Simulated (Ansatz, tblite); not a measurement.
# B2(Cl)4: charged states by level of theory

Aim: the energy of removing and adding an electron for B2(Cl)4, by energy differences, and how well orbital energies stand in for it.

Method: as each input shows; program: Ansatz 0.2.0, Gaussian basis.

The runs, in order: charge +1 doublet, at the geometry of the singlet (PBE0-D4/def2-TZVP, PBE-D4/def2-TZVP, ωB97X-V/def2-TZVP); charge -1 doublet, at the geometry of the singlet (PBE0-D4/def2-TZVPD, PBE-D4/def2-TZVPD, ωB97X-V/def2-TZVPD); the starting singlet's energies come from earlier runs.

2 further runs of the same task are left out: 2 set aside as unsound or not needed.

### 1 The structure

The geometry is that of the singlet, from an earlier relaxation (PBE0-D4/def2-SVP).

6 atoms, charge 0, spin multiplicity 1.

Atoms are counted from 1 here; the program's logs count them from 0.

Bond lengths: B1–Cl2 1.748 Å, B1–Cl3 1.747 Å, B1–B4 1.694 Å, B4–Cl5 1.747 Å, B4–Cl6 1.747 Å. Angles: Cl2–B1–Cl3 119.4°, Cl2–B1–B4 120.3°, Cl3–B1–B4 120.4°, B1–B4–Cl5 120.3°, B1–B4–Cl6 120.3°, Cl5–B4–Cl6 119.4°.

### 2 Charge +1 doublet at the fixed geometry, PBE0-D4/def2-TZVP

File in.yaml:

```yaml
crystal:
  periodic: [false, false, false]
  atoms:
    - {symbol: B, position_ang: [0.075854, 0.573316, -0.618312]}
    - {symbol: Cl, position_ang: [-1.342814, 1.364338, -1.263764]}
    - {symbol: Cl, position_ang: [1.649161, 0.974914, -1.263820]}
    - {symbol: B, position_ang: [-0.074444, -0.573281, 0.619183]}
    - {symbol: Cl, position_ang: [-0.187728, -0.060857, 2.285659]}
    - {symbol: Cl, position_ang: [-0.120020, -2.278439, 0.241056]}
basis:
  gaussian: {orbitals: def2-TZVP}
total_charge: 1
magnetization: {spin_polarized: true, initial_magnetization: 1}
hamiltonian: {xc: pbe0, dispersion: d4}
scf: {omitted_lower_state_checks: [starts]}
output: {orbitals: {seedname: orbitals}}
```

Started as:

```
$ ansatz run in.yaml --threads 2 --pin off --events-out ev --progress --plain --max-ram 32768MiB --backend cpu
```

What it wrote:

```text
Functional definition: PBE0
  name "PBE0"
  cite "Adamo & Barone, J. Chem. Phys. 110, 6158 (1999) doi:10.1063/1.478522"
  cite "Perdew, Burke & Ernzerhof, Phys. Rev. Lett. 77, 3865 (1996) doi:10.1103/PhysRevLett.77.3865"
  parent pbe
  parameter a = 0.25
  parameter kappa = 0.804
  parameter beta = 0.06672455060314922
  exchange = (1 - a)*pbe_x(kappa = kappa, mu = beta*pi^2/3) + a*exact_x
  correlation = pbe_c(beta = beta)
these checks for a lower state are left out or cut short: starts
1410 factors; their error is unknown
mean field evaluation 1: about -51417.8825 eV, gradient 2.2e1 eV
mean field evaluation 2: about -51414.8069 eV, gradient 3.2e1 eV
mean field evaluation 4: about -51420.4740 eV, gradient 6.8e-1 eV
mean field evaluation 8: about -51420.6280 eV, gradient 1.5e-1 eV
mean field evaluation 16: about -51420.6281 eV, gradient 2.8e-4 eV
mean field -51420.62809756 eV, -1889.6732284318 hartree, gradient 2.1e-5 eV, S^2 0.755045; 0 other end points of the search recorded, 0 dependent functions left out
reference -51420.62812619 eV, -1889.6732294840 hartree; 39, 38 occupied and 171, 172 virtual orbitals, 1410 factors
Total energy: -51420.83289744 eV, -1889.6807546887 hartree
Checks for a lower state left out: starts
```

Run time: 13 s. Hardware: 2 threads of AMD EPYC 7R13, shared host; peak memory 0.92 GiB.

HOMO -14.53 eV, LUMO -12.30 eV (over both spins); ⟨S²⟩ 0.755 (pure: 0.75).

### 3 Charge +1 doublet at the fixed geometry, PBE-D4/def2-TZVP

start.molden holds the orbitals of an earlier run on this state, given as this run's starting guess.

in.yaml: that of step 2 with these lines changed.

```diff
@@ -10,6 +10,6 @@
 basis:
-  gaussian: {orbitals: def2-TZVP}
+  gaussian: {orbitals: def2-TZVP, initial_orbitals: start.molden}
 total_charge: 1
 magnetization: {spin_polarized: true, initial_magnetization: 1}
-hamiltonian: {xc: pbe0, dispersion: d4}
+hamiltonian: {xc: pbe, dispersion: d4}
 scf: {omitted_lower_state_checks: [starts]}
```

The command is unchanged.

What it wrote:

```text
Functional definition: PBE
  name "PBE"
  cite "Perdew, Burke & Ernzerhof, Phys. Rev. Lett. 77, 3865 (1996) doi:10.1103/PhysRevLett.77.3865"
  parent pbe
  parameter kappa = 0.804
  parameter beta = 0.06672455060314922
  exchange = pbe_x(kappa = kappa, mu = beta*pi^2/3)
  correlation = pbe_c(beta = beta)
these checks for a lower state are left out or cut short: starts
1362 factors; their error is unknown
mean field evaluation 1: about -51416.7658 eV, gradient 1.2e1 eV
mean field evaluation 2: about -51416.9144 eV, gradient 2.4e-1 eV
mean field evaluation 4: about -51416.9090 eV, gradient 3.5e-3 eV
mean field -51416.90897930 eV, -1889.5365533565 hartree, gradient 1.7e-5 eV, S^2 0.751439; 0 other end points of the search recorded, 0 dependent functions left out
reference -51416.90901834 eV, -1889.5365547913 hartree; 39, 38 occupied and 171, 172 virtual orbitals, 1362 factors
Total energy: -51417.14485929 eV, -1889.5452217863 hartree
Checks for a lower state left out: starts
```

Wall time 7 s (2 threads of AMD EPYC 7R13, shared host).

Report: HOMO -13.17 eV, LUMO -12.62 eV (over both spins); ⟨S²⟩ 0.751 (pure: 0.75).

### 4 Charge +1 doublet at the fixed geometry, ωB97X-V/def2-TZVP

in.yaml: that of step 3 with these lines changed.

```diff
@@ -13,3 +13,3 @@
 magnetization: {spin_polarized: true, initial_magnetization: 1}
-hamiltonian: {xc: pbe, dispersion: d4}
+hamiltonian: {xc: {name: wB97X-V}}
 scf: {omitted_lower_state_checks: [starts]}
```

Launched as before.

What it wrote, shortened:

```text
Functional definition: wB97X-V
  name "wB97X-V"
  cite "Mardirossian & Head-Gordon, Phys. Chem. Chem. Phys. 16, 9904 (2014) doi:10.1039/C3CP54374A"
  cite "Becke, J. Chem. Phys. 107, 8554 (1997) doi:10.1063/1.475007"
  cite "Vydrov & Van Voorhis, J. Chem. Phys. 133, 244103 (2010) doi:10.1063/1.3521275"
[...]
      + integral(e_c_pw_opposite_spin*poly(b97_u_opposite, cos0, cos1)) + vv10(b, c)
[...]
1390 factors; their error is unknown
251 factors; integrals over basis functions are off by at most 3.2e-5 eV
[...]
mean field -51430.79763846 eV, -1890.0469521667 hartree, gradient 1.8e-5 eV, S^2 0.757805; 0 other end points of the search recorded, 0 dependent functions left out
reference -51430.79763666 eV, -1890.0469521004 hartree; 39, 38 occupied and 171, 172 virtual orbitals, 1390 factors
Total energy: -51430.79763666 eV, -1890.0469521004 hartree
Checks for a lower state left out: starts
```

It took 28 s on 2 threads of AMD EPYC 7R13, shared host; peak memory 1.1 GiB.

From the report: HOMO -16.88 eV, LUMO -10.73 eV (over both spins); ⟨S²⟩ 0.758 (pure: 0.75).

### 5 Vertical ionisation energy

Charged state less starting state, singlet to doublet; the starting state's energies are those of its earlier runs.

```
            level  vertical ionisation energy (eV)  time
 PBE-D4/def2-TZVP                            +9.91  10 s
PBE0-D4/def2-TZVP                           +10.43  22 s
ωB97X-V/def2-TZVP                           +10.81  42 s
```

Times add the two runs; a level without a time comes out of a correlated run.

Beside −ε(HOMO) of the starting state:

```
            level  −ε(HOMO) (eV)  by difference (eV)  mismatch (eV)
 PBE-D4/def2-TZVP           7.16                9.91          -2.75
PBE0-D4/def2-TZVP           8.51               10.43          -1.91
ωB97X-V/def2-TZVP          10.88               10.81          +0.07
```

### 6 Charge -1 doublet at the fixed geometry, PBE0-D4/def2-TZVPD

in.yaml: that of step 4 with these lines changed.

```diff
@@ -10,6 +10,6 @@
 basis:
-  gaussian: {orbitals: def2-TZVP, initial_orbitals: start.molden}
-total_charge: 1
+  gaussian: {orbitals: def2-TZVPD}
+total_charge: -1
 magnetization: {spin_polarized: true, initial_magnetization: 1}
-hamiltonian: {xc: {name: wB97X-V}}
+hamiltonian: {xc: pbe0, dispersion: d4}
 scf: {omitted_lower_state_checks: [starts]}
```

Launched as before.

What it wrote, shortened:

```text
Functional definition: PBE0
  name "PBE0"
  cite "Adamo & Barone, J. Chem. Phys. 110, 6158 (1999) doi:10.1063/1.478522"
  cite "Perdew, Burke & Ernzerhof, Phys. Rev. Lett. 77, 3865 (1996) doi:10.1103/PhysRevLett.77.3865"
  parent pbe
[...]
1562 factors; their error is unknown
[...]
mean field -51431.70991230 eV, -1890.0804776119 hartree, gradient 3.4e-5 eV, S^2 0.754485; 0 other end points of the search recorded, 0 dependent functions left out
reference -51431.70996212 eV, -1890.0804794429 hartree; 40, 39 occupied and 218, 219 virtual orbitals, 1562 factors
Total energy: -51431.94780654 eV, -1890.0892200641 hartree
Checks for a lower state left out: starts
```

It took 27 s on 2 threads of AMD EPYC 7R13, shared host; peak memory 1.2 GiB.

HOMO 1.05 eV, LUMO 2.92 eV (over both spins); ⟨S²⟩ 0.754 (pure: 0.75). Doubts: highest occupied level lies above zero.

### 7 Charge -1 doublet at the fixed geometry, PBE-D4/def2-TZVPD

in.yaml: that of step 6 with these lines changed.

```diff
@@ -10,6 +10,6 @@
 basis:
-  gaussian: {orbitals: def2-TZVPD}
+  gaussian: {orbitals: def2-TZVPD, initial_orbitals: start.molden}
 total_charge: -1
 magnetization: {spin_polarized: true, initial_magnetization: 1}
-hamiltonian: {xc: pbe0, dispersion: d4}
+hamiltonian: {xc: pbe, dispersion: d4}
 scf: {omitted_lower_state_checks: [starts]}
```

Same command.

What it wrote:

```text
Functional definition: PBE
  name "PBE"
  cite "Perdew, Burke & Ernzerhof, Phys. Rev. Lett. 77, 3865 (1996) doi:10.1103/PhysRevLett.77.3865"
  parent pbe
  parameter kappa = 0.804
  parameter beta = 0.06672455060314922
  exchange = pbe_x(kappa = kappa, mu = beta*pi^2/3)
  correlation = pbe_c(beta = beta)
these checks for a lower state are left out or cut short: starts
1450 factors; their error is unknown
mean field evaluation 1: about -51427.4153 eV, gradient 1.2e1 eV
mean field evaluation 2: about -51427.5479 eV, gradient 2.1e-1 eV
mean field evaluation 4: about -51427.5347 eV, gradient 2.6e-3 eV
mean field -51427.53471814 eV, -1889.9270420567 hartree, gradient 1.4e-5 eV, S^2 0.753810; 0 other end points of the search recorded, 0 dependent functions left out
reference -51427.53477899 eV, -1889.9270442927 hartree; 40, 39 occupied and 218, 219 virtual orbitals, 1450 factors
Total energy: -51427.80920610 eV, -1889.9371293030 hartree
Checks for a lower state left out: starts
```

Wall time 9.6 s (2 threads of AMD EPYC 7R13, shared host).

Report: HOMO 1.81 eV, LUMO 2.16 eV (over both spins); ⟨S²⟩ 0.754 (pure: 0.75). Doubts: highest occupied level lies above zero.

### 8 Charge -1 doublet at the fixed geometry, ωB97X-V/def2-TZVPD

in.yaml: that of step 7 with these lines changed.

```diff
@@ -13,3 +13,3 @@
 magnetization: {spin_polarized: true, initial_magnetization: 1}
-hamiltonian: {xc: pbe, dispersion: d4}
+hamiltonian: {xc: {name: wB97X-V}}
 scf: {omitted_lower_state_checks: [starts]}
```

Same command.

What it wrote, shortened:

```text
Functional definition: wB97X-V
  name "wB97X-V"
  cite "Mardirossian & Head-Gordon, Phys. Chem. Chem. Phys. 16, 9904 (2014) doi:10.1039/C3CP54374A"
  cite "Becke, J. Chem. Phys. 107, 8554 (1997) doi:10.1063/1.475007"
  cite "Vydrov & Van Voorhis, J. Chem. Phys. 133, 244103 (2010) doi:10.1063/1.3521275"
[...]
      + integral(e_c_pw_opposite_spin*poly(b97_u_opposite, cos0, cos1)) + vv10(b, c)
[...]
1486 factors; their error is unknown
342 factors; integrals over basis functions are off by at most 3.6e-5 eV
[...]
mean field -51442.05947237 eV, -1890.4608169293 hartree, gradient 1.8e-5 eV, S^2 0.753031; 0 other end points of the search recorded, 0 dependent functions left out
reference -51442.05947079 eV, -1890.4608168714 hartree; 40, 39 occupied and 218, 219 virtual orbitals, 1486 factors
Total energy: -51442.05947079 eV, -1890.4608168714 hartree
Checks for a lower state left out: starts
```

It took 76 s on 2 threads of AMD EPYC 7R13, shared host; peak memory 2 GiB.

HOMO -0.73 eV, LUMO 4.04 eV (over both spins); ⟨S²⟩ 0.753 (pure: 0.75).

### 9 Vertical electron affinity

Starting state less charged state (positive: the electron is bound), singlet to doublet; the starting state's energies are those of its earlier runs.

```
             level  vertical electron affinity (eV)  time
 PBE-D4/def2-TZVPD                            +0.69  17 s
PBE0-D4/def2-TZVPD                            +0.64  39 s
ωB97X-V/def2-TZVPD                            +0.40  97 s
```

Times add the two runs; a level without a time comes out of a correlated run.

Beside −ε(LUMO) of the starting state:

```
             level  −ε(LUMO) (eV)  by difference (eV)  mismatch (eV)
 PBE-D4/def2-TZVPD           3.17                0.69          +2.48
PBE0-D4/def2-TZVPD           2.28                0.64          +1.64
ωB97X-V/def2-TZVPD           0.08                0.40          -0.32
```

### 10 Summary of results

```
                                             quantity                                value
 vertical ionisation energy, functionals in def2-TZVP  9.91 (PBE-D4) to 10.81 eV (ωB97X-V)
vertical electron affinity, functionals in def2-TZVPD   0.40 (ωB97X-V) to 0.69 eV (PBE-D4)
```

The vertical ionisation energy spans 9.91 to 10.81 eV over the functionals. −ε(HOMO) misses the level's own difference by +0.07 eV at best (ωB97X-V) and -2.75 eV at worst (PBE-D4). The vertical electron affinity spans 0.40 to 0.69 eV over the functionals. The anion's highest level lies above zero where self-interaction lifts it, so diffuse functions weigh on these values. −ε(LUMO) misses the level's own difference by -0.32 eV at best (ωB97X-V) and +2.48 eV at worst (PBE-D4).
